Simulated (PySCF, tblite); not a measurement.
# C₇H₁₀O₂Si: geometry, infrared bands and NMR shifts

Wanted: the infrared bands and NMR shifts of C₇H₁₀O₂Si (`COc1ccc(O[SiH3])cc1`), by calculation.

Computed with tblite 0.8.0 and PySCF 2.14.0, with density-fitted response routines of our own, on a single molecule in the gas phase. Atoms count from 0, in the outputs and in this text.

## Step 1: The molecule as given

20 atoms, charge 0, multiplicity 1; geometry from: force field or distance geometry start.

Bonds of the start (Å): C0–O1 1.43, O1–C2 1.36, C2–C3 1.40, C3–C4 1.40, C4–C5 1.39, C5–O6 1.36, O6–Si7 1.65, C5–C8 1.40, C8–C9 1.39, C9–C2 1.40, C0–H10 1.09, C0–H11 1.09, C0–H12 1.08, C3–H13 1.09, C4–H14 1.08, Si7–H15 1.49, Si7–H16 1.49, Si7–H17 1.49, C8–H18 1.10, C9–H19 1.09.

## Step 2: Optimising the geometry with GFN2-xTB

What the job is given:

```
{"job": {"kind": "relax", "xc": "GFN2-xTB", "basis": "xTB"}, "charge": 0, "multiplicity": 1}
C      3.782600    -0.070300    -0.432000
O      2.649600    -0.816700    -0.888700
C      1.434700    -0.433900    -0.421300
C      0.356900    -1.193500    -0.900400
C     -0.957800    -0.916600    -0.501100
C     -1.214800     0.151300     0.348200
O     -2.450600     0.522500     0.784800
Si    -3.971400    -0.061000     0.525800
C     -0.140900     0.921100     0.821000
C      1.164100     0.635400     0.439600
H      3.879200    -0.131100     0.655100
H      3.704000     0.970500    -0.762300
H      4.666600    -0.502200    -0.869900
H      0.555700    -2.035300    -1.565500
H     -1.757400    -1.531600    -0.894000
H     -4.067400    -1.478100     0.981000
H     -4.966900     0.749000     1.276400
H     -4.298700    -0.012600    -0.927500
H     -0.339800     1.760900     1.496600
H      1.967200     1.265900     0.831300
```

Command:

```sh
$ OMP_NUM_THREADS=1 python probes_run.py task.json out
```

One launch serves the whole session: the jobs run in the order shown.

**Question.** This job is followed by: GFN2-xTB harmonic vibrations, gas phase; GIAO PBE0/pcSseg-1 NMR shielding, non-relativistic, gas phase. What will the session give for the following? strongest single infrared mode (GFN2-xTB); zero-point energy (GFN2-xTB); ¹³C shifts against TMS (PBE0/pcSseg-1, means over atoms taken as alike); ¹H shifts against TMS (PBE0/pcSseg-1, means over atoms taken as alike); ¹⁷O shifts against H2O (PBE0/pcSseg-1); ²⁹Si shifts against TMS (PBE0/pcSseg-1).

As calculated:

| quantity | value |
| --- | --- |
| strongest single infrared mode (GFN2-xTB) | 1216 cm⁻¹, 583 km/mol |
| zero-point energy (GFN2-xTB) | 92.4 kcal/mol |
| ¹³C shifts against TMS (PBE0/pcSseg-1, means over atoms taken as alike) | 161.0, 155.5, 122.6, 118.5, 55.9 ppm |
| ¹H shifts against TMS (PBE0/pcSseg-1, means over atoms taken as alike) | 7.01, 6.96, 5.13, 3.88 ppm |
| ¹⁷O shifts against H2O (PBE0/pcSseg-1) | 97.3, 82.8 ppm |
| ²⁹Si shifts against TMS (PBE0/pcSseg-1) | -45.1 ppm |

The optimisation took 22 steps and gained 0.166 eV; among the close pairs (by a distance rule), Si7–H16 changed most, from 1.487 to 1.454 Å. No mode is imaginary among the 54: a minimum at this level. The strongest single mode, at 1216 cm⁻¹, has its largest shares on C2, O1 and H14 (the list is cut at 3 atoms). Unscaled tight-binding wavenumbers are off by several per cent, some by more. Its intensities can rank the bands wrongly. NICS(1)zz of -26 ppm above the planar ring from C2 marks a diatropic (aromatic) ring current.
